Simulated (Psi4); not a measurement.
# singlet C2HF2Ge+ at 3 levels

Aim: a comparison of 3 runs (HF/3-21G, B3LYP/6-31G*, HSE06/6-31G*) of singlet C2HF2Ge+. 

The calculation is run with Psi4 1.11.

1 further run of the same task is left out (it didn't finish). Runs told in other sessions of the task aren't counted.

## Step 1: The structure to begin with

C2HF2Ge+ has 6 atoms, charge +1, and is taken as a singlet. SMILES of the parent species: `C#[C][Ge]([F])[F]`. The shape is that of a PBE0-D4/def2-TZVP optimisation. That shape belongs to the parent species and isn't relaxed for this state.

Bond lengths: C1–C2 1.206 Å, C2–Ge3 1.892 Å, Ge3–F4 1.728 Å, Ge3–F5 1.728 Å, C1–H6 1.067 Å. Angles: C1–C2–Ge3 171.1°, C2–Ge3–F4 108.5°, C2–Ge3–F5 108.5°, F4–Ge3–F5 104.7°, C2–C1–H6 178.2°.

## Step 2: Energy and forces at HF/3-21G (run 1)

run.py reads:

```python
import psi4

psi4.set_memory('2200 MB')
psi4.set_num_threads(1)
psi4.set_output_file('run.log', False)

geom = psi4.geometry("""
1 1
C     -0.190100     0.518400     1.692900
C     -0.131400     0.204200     0.530300
Ge    -0.289600    -0.139700    -1.323100
F     -0.276600    -1.850600    -1.565100
F      1.142900     0.424100    -2.108200
H     -0.213200     0.779700     2.727000
symmetry c1
no_reorient
no_com
""")

options = {'puream': True, 'e_convergence': 1e-09, 'd_convergence': 1e-08, 'scf_type': 'pk'}
psi4.set_options(options)

e_tot, wfn = psi4.gradient("hf/3-21G", molecule=geom, return_wfn=True)
psi4.oeprop(wfn, "QUADRUPOLE", "WIBERG_LOWDIN_INDICES", "MULLIKEN_CHARGES", title="HF")
print('gradient / Eh bohr^-1')
print(e_tot.np.round(6))
print(f'energy = {wfn.energy():.10f} Eh')
```

The run is started by

```bash
$ python run.py
```

run.log:

```text
[...]
  Running in c1 symmetry.
[...]
  Nuclear repulsion =  338.439495053189944
[...]
  Multiplicity = 1
[...]
  Nalpha       = 31
  Nbeta        = 31
[...]
    Number of basis functions: 60
[...]
   @RHF iter   1: -2338.51915843306415   -4.72555e+00   1.15585e-02 DIIS/ADIIS
[...]
   @RHF iter  13: -2338.71368620186877   -2.27374e-12   7.06940e-09 DIIS
[...]
  @RHF Final Energy: -2338.71368620186877
   => Energetics <=
    Nuclear Repulsion Energy =            338.4394950531899440
    One-Electron Energy =               -3918.9286817379052081
    Two-Electron Energy =                1241.7755004828463825
    Total Energy =                      -2338.7136862018687680
[...]
  -Total Gradient:
     Atom            X                  Y                   Z
    ------   -----------------  -----------------  -----------------
       1       -0.007458809528     0.007517460944     0.011996496053
       2        0.041130828256    -0.021655132908     0.016763133817
       3       -0.114917087798     0.062362531511    -0.038845293256
       4        0.020756229041    -0.057923777209     0.009629191125
       5        0.061597627891     0.007465238936    -0.006005103015
       6       -0.001108787890     0.002233678739     0.006461575423
[...]
 Multipole Moments:
 ------------------------------------------------------------------------------------
     Multipole            Electronic (a.u.)      Nuclear  (a.u.)        Total (a.u.)
 ------------------------------------------------------------------------------------
 L = 1.  Multiply by 2.5417464519 to convert [e a0] to [Debye]
 Dipole X            :          4.9982930           -6.8270136           -1.8287206
 Dipole Y            :         23.9958869          -23.0425645            0.9533224
 Dipole Z            :        111.3723268         -112.1225533           -0.7502265
 Magnitude           :                                                    2.1945119
 L = 2.  Multiply by 1.3450342976 to convert [e a0^2] to [Debye ang]
 Quadrupole XX       :        -80.1102616           55.3308316          -24.7794300
 Quadrupole XY       :        -34.8958386           33.3728012           -1.5230374
[...]
```

Standard output:

```text
gradient / Eh bohr^-1
[[-0.007459  0.007517  0.011996]
 [ 0.041131 -0.021655  0.016763]
 [-0.114917  0.062363 -0.038845]
 [ 0.020756 -0.057924  0.009629]
 [ 0.061598  0.007465 -0.006005]
 [-0.001109  0.002234  0.006462]]
energy = -2338.7136862019 Eh
```

Run time: 1.7 s. Hardware: 1 thread of Intel Xeon 6975P-C (Granite Rapids), shared host; peak memory 0.22 GiB.

## Step 3: The energy at B3LYP/6-31G(d) (spherical functions) (run 2)

input.json reads:

```json
{
 "schema_name": "qcschema_input",
 "schema_version": 1,
 "molecule": {
  "schema_name": "qcschema_molecule",
  "schema_version": 2,
  "symbols": ["C", "C", "Ge", "F", "F", "H"],
  "geometry": [-0.35923694, 0.97963402, 3.19911736, -0.24831001, 0.38588207, 1.00212176, -0.54726469, -0.26399474, -2.50029664, -0.52269825, -3.49712717, -2.95761036, 2.15976799, 0.80143285, -3.98392062, -0.40288961, 1.47341946, 5.15328314],
  "molecular_charge": 1,
  "molecular_multiplicity": 1,
  "fix_symmetry": "c1",
  "fix_com": true,
  "fix_orientation": true
 },
 "driver": "energy",
 "model": {
  "method": "b3lyp",
  "basis": "6-31G*"
 },
 "keywords": {
  "puream": true,
  "e_convergence": 1e-09,
  "d_convergence": 1e-08,
  "scf_type": "pk",
  "dft_radial_points": 99,
  "dft_spherical_points": 590,
  "scf_properties": ["DIPOLE", "LOWDIN_CHARGES", "QUADRUPOLE"]
 }
}
```

The run is started by

```bash
$ psi4 --qcschema input.json -n 1 --memory 2200MB
```

stdout:

```text
[...]
  Running in c1 symmetry.
[...]
  Nuclear repulsion =  338.439494839305610
[...]
  Multiplicity = 1
[...]
  Nalpha       = 31
  Nbeta        = 31
[...]
    Number of basis functions: 90
[...]
   @RKS iter   1: -2351.63155614685911   -2.25151e+00   2.98069e-02 DIIS/ADIIS
[...]
   @RKS iter  13: -2352.85267917320471   -3.27418e-11   9.94490e-09 DIIS
[...]
    Orbital Energies [Eh]
    ---------------------
    Doubly Occupied:
       1A   -399.099583     2A    -50.169313     3A    -44.695650
       4A    -44.692694     5A    -44.692226     6A    -24.941836
       7A    -24.941810     8A    -10.469163     9A    -10.454508
      10A     -6.602960    11A     -4.778004    12A     -4.771791
      13A     -4.769743    14A     -1.587175    15A     -1.582593
      16A     -1.576951    17A     -1.573861    18A     -1.571653
      19A     -1.409877    20A     -1.386944    21A     -1.010905
      22A     -0.847465    23A     -0.772838    24A     -0.708028
      25A     -0.704257    26A     -0.671263    27A     -0.644137
      28A     -0.643358    29A     -0.636859    30A     -0.547229
      31A     -0.543687
[...]
  @RKS Final Energy: -2352.85267917320471
   => Energetics <=
    Nuclear Repulsion Energy =            338.4394948393056097
    One-Electron Energy =               -3932.4681410703456095
    Two-Electron Energy =                1330.4585317433763976
    DFT Exchange-Correlation Energy =     -89.2825646855412316
    Empirical Dispersion Energy =           0.0000000000000000
    VV10 Nonlocal Energy =                  0.0000000000000000
    Total Energy =                      -2352.8526791732051606
[...]
 Multipole Moments:
 ------------------------------------------------------------------------------------
     Multipole            Electronic (a.u.)      Nuclear  (a.u.)        Total (a.u.)
 ------------------------------------------------------------------------------------
 L = 1.  Multiply by 2.5417464519 to convert [e a0] to [Debye]
 Dipole X            :          5.5903932           -6.8270137           -1.2366205
 Dipole Y            :         23.6979727          -23.0425646            0.6554082
 Dipole Z            :        111.6718588         -112.1225534           -0.4506946
 Magnitude           :                                                    1.4703455
 L = 2.  Multiply by 1.3450342976 to convert [e a0^2] to [Debye ang]
 Quadrupole XX       :        -79.4236609           55.3308319          -24.0928290
 Quadrupole XY       :        -34.3107218           33.3728014           -0.9379204
[...]
```

The result, in JSON:

```text
{
 "driver": "energy",
 "model": {
  "method": "b3lyp",
  "basis": "6-31G*"
 },
 "success": true,
 "return_result": -2352.8526791732047,
 "properties": {
  "calcinfo_nbasis": 90,
  "calcinfo_nmo": 90,
  "calcinfo_nalpha": 31,
  "calcinfo_nbeta": 31,
  "calcinfo_natom": 6,
  "nuclear_repulsion_energy": 338.4394948393056,
  "return_energy": -2352.8526791732047,
  "scf_one_electron_energy": -3932.4681410703456,
  "scf_two_electron_energy": 1330.4585317433764,
  "scf_xc_energy": -89.28256468554123,
  "scf_dipole_moment": [-1.236620537454983, 0.6554081695853817, -0.4506946223340549],
  "scf_total_energy": -2352.8526791732047,
  "scf_iterations": 13
 }
}
```

Wall time 8.1 s (1 thread of Intel Xeon 6975P-C (Granite Rapids), shared host); peak memory 0.96 GiB.

## Step 4: Energy and forces at HSE06/6-31G(d) (spherical functions) (run 3)

input.json reads:

```json
{
  "schema_name": "qcschema_input",
  "schema_version": 1,
  "molecule": {
    "schema_name": "qcschema_molecule",
    "schema_version": 2,
    "symbols": ["C", "C", "Ge", "F", "F", "H"],
    "geometry": [-0.35923694, 0.97963402, 3.19911736, -0.24831001, 0.38588207, 1.00212176, -0.54726469, -0.26399474, -2.50029664, -0.52269825, -3.49712717, -2.95761036, 2.15976799, 0.80143285, -3.98392062, -0.40288961, 1.47341946, 5.15328314],
    "molecular_charge": 1,
    "molecular_multiplicity": 1,
    "fix_symmetry": "c1",
    "fix_com": true,
    "fix_orientation": true
  },
  "driver": "gradient",
  "model": {
    "method": "hse06",
    "basis": "6-31G*"
  },
  "keywords": {
    "puream": true,
    "e_convergence": 1e-09,
    "d_convergence": 1e-08,
    "scf_type": "pk",
    "dft_radial_points": 99,
    "dft_spherical_points": 590,
    "scf_properties": ["QUADRUPOLE", "MAYER_INDICES", "LOWDIN_CHARGES"]
  }
}
```

The run is started by

```bash
$ psi4 --qcschema input.json -n 1 --memory 2200MB
```

stdout:

```text
[...]
  Running in c1 symmetry.
[...]
  Nuclear repulsion =  338.439494839305610
[...]
  Multiplicity = 1
[...]
  Nalpha       = 31
  Nbeta        = 31
[...]
    Number of basis functions: 90
[...]
   @RKS iter   1: -2351.07700421147320   -2.25259e+00   2.95629e-02 DIIS/ADIIS
[...]
   @RKS iter  13: -2352.28104279449690   -3.36513e-11   4.93979e-09 DIIS
[...]
  @RKS Final Energy: -2352.28104279449690
   => Energetics <=
    Nuclear Repulsion Energy =            338.4394948393056097
    One-Electron Energy =               -3932.3946687790430587
    Two-Electron Energy =                1325.9403059424944331
    DFT Exchange-Correlation Energy =     -84.2661747972545072
    Empirical Dispersion Energy =           0.0000000000000000
    VV10 Nonlocal Energy =                  0.0000000000000000
    Total Energy =                      -2352.2810427944978073
[...]
 Multipole Moments:
 ------------------------------------------------------------------------------------
     Multipole            Electronic (a.u.)      Nuclear  (a.u.)        Total (a.u.)
 ------------------------------------------------------------------------------------
 L = 1.  Multiply by 2.5417464519 to convert [e a0] to [Debye]
 Dipole X            :          5.5580135           -6.8270137           -1.2690002
 Dipole Y            :         23.7096053          -23.0425646            0.6670408
 Dipole Z            :        111.6359849         -112.1225534           -0.4865686
 Magnitude           :                                                    1.5139531
 L = 2.  Multiply by 1.3450342976 to convert [e a0^2] to [Debye ang]
 Quadrupole XX       :        -79.3911794           55.3308319          -24.0603475
 Quadrupole XY       :        -34.3224757           33.3728014           -0.9496743
[...]
  -Total Gradient:
     Atom            X                  Y                   Z
    ------   -----------------  -----------------  -----------------
       1        0.005247081038    -0.008359218662    -0.021299540011
       2        0.018710964526     0.002418272044     0.059008765175
       3       -0.068932826894     0.033279759139    -0.040504712946
       4        0.016422100388    -0.025905029520     0.007940913325
       5        0.031617490029    -0.001610524689     0.002119697194
       6       -0.002950727867     0.000080667409    -0.007370544077
[...]
```

The result, in JSON:

```text
{
 "driver": "gradient",
 "model": {
  "method": "hse06",
  "basis": "6-31G*"
 },
 "success": true,
 "return_result": [0.005247081037815668, -0.008359218661813328, -0.021299540010824403, 0.01871096452647522, 0.0024182720441480315, 0.05900876517521719, -0.06893282689416341, 0.03327975913935042, -0.04050471294551308, 0.016422100387554442, -0.025905029519591033, 0.007940913325303674, 0.03161749002868121, -0.001610524688547367, 0.0021196971937963716, -0.002950727867182398, 8.066740858402727e-05, -0.00737054407715107],
 "properties": {
  "calcinfo_nbasis": 90,
  "calcinfo_nmo": 90,
  "calcinfo_nalpha": 31,
  "calcinfo_nbeta": 31,
  "calcinfo_natom": 6,
  "nuclear_repulsion_energy": 338.4394948393056,
  "return_energy": -2352.281042794497,
  "return_gradient": [0.005247081037815668, -0.008359218661813328, -0.021299540010824403, 0.01871096452647522, 0.0024182720441480315, 0.05900876517521719, -0.06893282689416341, 0.03327975913935042, -0.04050471294551308, 0.016422100387554442, -0.025905029519591033, 0.007940913325303674, 0.03161749002868121, -0.001610524688547367, 0.0021196971937963716, -0.002950727867182398, 8.066740858402727e-05, -0.00737054407715107],
  "scf_one_electron_energy": -3932.394668779043,
  "scf_two_electron_energy": 1325.9403059424944,
  "scf_xc_energy": -84.26617479725451,
  "scf_dipole_moment": [-1.269000237084276, 0.66704076673442, -0.4865685789483365],
  "scf_total_energy": -2352.281042794497,
  "scf_total_gradient": [0.005247081037815668, -0.008359218661813328, -0.021299540010824403, 0.01871096452647522, 0.0024182720441480315, 0.05900876517521719, -0.06893282689416341, 0.03327975913935042, -0.04050471294551308, 0.016422100387554442, -0.025905029519591033, 0.007940913325303674, 0.03161749002868121, -0.001610524688547367, 0.0021196971937963716, -0.002950727867182398, 8.066740858402727e-05, -0.00737054407715107],
  "scf_iterations": 13
 }
}
```

Run time: 28 s. Hardware: 1 thread of Intel Xeon 6975P-C (Granite Rapids), shared host; peak memory 1 GiB.

## Step 5: The series

```csv
run,level,task,integration grid,energy (Eh),HOMO energy (eV),LUMO energy (eV),HOMO–LUMO gap (eV),wall time
1,HF/3-21G,gradient,–,-2338.713686,-17.76,-8.83,8.93,1.7 s
2,B3LYP/6-31G* (spherical functions),energy,99 radial × 590 angular,-2352.852679,-14.79,-12.20,2.59,8.1 s
3,HSE06/6-31G* (spherical functions),gradient,99 radial × 590 angular,-2352.281043,-14.66,-12.40,2.26,28 s
```

## Step 6: Results

| quantity | value |
| --- | --- |
| run 3: total energy | -2352.28104 Eh |
| run 3: HOMO energy | -14.66 eV |
| run 3: LUMO energy | -12.40 eV |
| run 3: HOMO–LUMO gap | 2.26 eV |
| run 3: largest force on an atom | 4.453 eV/Å |

**Reading.** The HOMO–LUMO gap runs from 2.26 eV (HSE06/6-31G*) to 8.93 eV (HF/3-21G). The two ends differ in method and basis. Totals of different functionals can't be ranked against each other. All runs together took 38 s, the longest 28 s.
